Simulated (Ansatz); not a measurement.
# C₄H₉ClFGa: basis-set convergence

An exercise on one series of results from a longer session: the logs are not shown, and one member is left open.

Computed with Ansatz 0.2.0, Gaussian basis. Level: one geometry, several basis sets.

The runs, in order: PBE0-D4/def2-SVP; ωB97M-V/def2-SVP; PBE0-D4/def2-QZVPP; ωB97M-V/def2-QZVPP; the functionals' def2-TZVPP values are taken from earlier runs.

## Structure used throughout

All runs share one geometry, relaxed beforehand with PBE0-D4 in a triple-zeta def2 set.

16 atoms, charge 0, spin multiplicity 1.

Atoms are counted from 1 here; the program's logs count them from 0.

Bond lengths: C1–C2 1.526 Å, C1–H8 1.098 Å, C1–H9 1.093 Å, C1–H10 1.093 Å, C2–C3 1.522 Å, C2–C4 1.527 Å, C2–Ga5 1.979 Å, C3–H11 1.093 Å, C3–H12 1.097 Å, C3–H13 1.093 Å, C4–H14 1.094 Å, C4–H15 1.098 Å, C4–H16 1.093 Å, Ga5–F6 1.756 Å, Ga5–Cl7 2.140 Å. Angles: C2–C1–H8 109.3°, C2–C1–H9 112.2°, C2–C1–H10 112.3°, H8–C1–H9 107.6°, H8–C1–H10 107.2°, H9–C1–H10 108.1°, C1–C2–C3 110.7°, C1–C2–C4 109.8°, C1–C2–Ga5 108.1°, C3–C2–C4 110.5°, C3–C2–Ga5 110.1°, C4–C2–Ga5 107.6°, C2–C3–H11 112.2°, C2–C3–H12 109.5°, C2–C3–H13 112.2°, H11–C3–H12 107.6°, H11–C3–H13 107.6°, H12–C3–H13 107.5° and more.

Set-up of the first run:

in.yaml reads:

```yaml
crystal:
  periodic: [false, false, false]
  atoms:
    - {symbol: C, position_ang: [0.467489, 0.604587, 1.348249]}
    - {symbol: C, position_ang: [0.016103, -0.044025, 0.042311]}
    - {symbol: C, position_ang: [1.067725, -1.021531, -0.464016]}
    - {symbol: C, position_ang: [-1.318378, -0.756775, 0.252415]}
    - {symbol: Ga, position_ang: [-0.274277, 1.390975, -1.289140]}
    - {symbol: F, position_ang: [-1.320726, 2.752629, -0.923415]}
    - {symbol: Cl, position_ang: [0.552250, 1.517698, -3.259261]}
    - {symbol: H, position_ang: [0.583658, -0.169932, 2.117309]}
    - {symbol: H, position_ang: [-0.258581, 1.331771, 1.719739]}
    - {symbol: H, position_ang: [1.432723, 1.108649, 1.248547]}
    - {symbol: H, position_ang: [0.774117, -1.492582, -1.405185]}
    - {symbol: H, position_ang: [1.212257, -1.819334, 0.275498]}
    - {symbol: H, position_ang: [2.036000, -0.540457, -0.622607]}
    - {symbol: H, position_ang: [-1.673662, -1.249369, -0.657008]}
    - {symbol: H, position_ang: [-1.196651, -1.535634, 1.016308]}
    - {symbol: H, position_ang: [-2.100056, -0.076640, 0.600266]}
basis:
  gaussian: {orbitals: def2-SVP}
hamiltonian: {xc: pbe0, dispersion: d4}
output: {orbitals: {seedname: orbitals}}
```

On the command line:

```
$ ansatz run in.yaml --threads 2 --pin off --events-out ev --progress --plain --max-ram 22528MiB --backend cpu
```

Among the steps run: PBE0-D4 in def2-SVP; ωB97M-V in def2-SVP; PBE0-D4 in def2-QZVPP; ωB97M-V in def2-QZVPP.

One table of the session follows, with a row left open; its other results are not shown here.

It belongs to the step «Density functionals: the series». 

```
functional       basis  HOMO (eV)
   PBE0-D4    def2-SVP      -7.94
   PBE0-D4  def2-TZVPP      -7.98
   PBE0-D4  def2-QZVPP      -8.01
   ωB97M-V    def2-SVP     -10.05
   ωB97M-V  def2-TZVPP          ?
   ωB97M-V  def2-QZVPP     -10.15
```

Q: Estimate the row for ωB97M-V, def2-TZVPP from the others.

**Answer.** HOMO (eV): -10.11. In the column «HOMO (eV)» it lies between ωB97M-V, def2-QZVPP (-10.15) and ωB97M-V, def2-SVP (-10.05).
